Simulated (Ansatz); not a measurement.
This script makes an equation of state with a fit of RbMgSbO3, space group R3m with the Python package of Ansatz (0.2.0).

`rbmgsbo3.py`
```python
'''Bulk modulus of RbMgSbO3 from an E(V) curve.'''

import ansatz
import numpy as np

vectors0 = np.array([
    [3.143008, 1.814617, 3.769594],
    [-3.143008, 1.814617, 3.769594],
    [0.0, -3.629234, 3.769594],
])
sites = [
    ('Rb', [0.895278, 0.895278, 0.895278]),
    ('Mg', [0.318539, 0.318539, 0.318539]),
    ('Sb', [0.570128, 0.570128, 0.570128]),
    ('O', [0.494645, 0.494645, 0.96726]),
    ('O', [0.96726, 0.494645, 0.494645]),
    ('O', [0.494645, 0.96726, 0.494645]),
]


def build(cell):
    crystal = ansatz.Crystal(lattice=ansatz.Lattice.of(cell))
    for symbol, position in sites:
        crystal = crystal.atom(symbol, position)
    return crystal

# scale the volume, keep shape and fractions
volumes, energies = [], []
for scale in np.linspace(0.95, 1.07, 5):
    cell = vectors0 * scale ** (1 / 3)
    setup = (
        build(cell).calculation()
        .functional('PBE')
        .occupations('fixed')
        .pseudopotentials('paw')
        .basis(500)
        .kpoints(4, 4, 4)
    )
    rep = setup.run(threads=1, pin='off').report
    volumes.append(abs(np.linalg.det(cell)) / len(sites))
    energies.append(rep['free_energy_ev'] / len(sites))
    print(f'V = {volumes[-1]:8.4f} A^3/atom  F = {energies[-1]:.5f} eV/atom')

# third-order Birch-Murnaghan: a cubic in V^(-2/3)
x = np.array(volumes) ** (-2 / 3)
poly = np.polynomial.Polynomial.fit(x, energies, 3).convert()
roots = poly.deriv().roots()
x0 = min((r.real for r in roots if abs(r.imag) < 1e-9 and poly.deriv(2)(r.real) > 0), key=lambda r: abs(r - x.mean()))
v0 = x0 ** -1.5
b0 = 4 / 9 * poly.deriv(2)(x0) * v0 ** (-7 / 3) * 160.21766
b1 = 4 + 2 / 3 * x0 * poly.deriv(3)(x0) / poly.deriv(2)(x0)
print(f'V0 = {v0:.4f} A^3/atom, B0 = {b0:.1f} GPa, dB/dP = {b1:.2f}')
```

From its runs, with one value withheld:

| V (Å³/atom) | F less the lowest row shown (meV/atom) |
| --- | --- |
| 20.424 | ? |
| 21.069 | 4.73 |
| 21.714 | 0.00 |
| 22.359 | 3.16 |
| 23.004 | 13.06 |

What is the missing energy at 20.424 Å³ an atom?

A third-order Birch-Murnaghan fit, E = E0 + (9 V0 B0 / 16) [(t - 1)³ B' + (t - 1)² (6 - 4t)] with t = (V0/V)^(2/3), through the 4 rows shown gives V0 = 21.762 Å³, B0 = 65.3 GPa, B' = 4.39 and E0 = -0.02 meV. At V = 20.424 Å³, t = 1.04319, and the fit extrapolates to 18.73 meV. The run gave 18.74 meV, a miss of 0.00 meV.

Caveats:
- Shape and fractional positions are held along the curve, so the bulk modulus is an upper value where they are free to relax.
- The structure comes from a database of computed cells and needn't be a stable or known phase.
- Hardware and time: 48 s on 1 thread of Arm Neoverse N1, with other jobs on the host, peak memory 0.43 GiB.
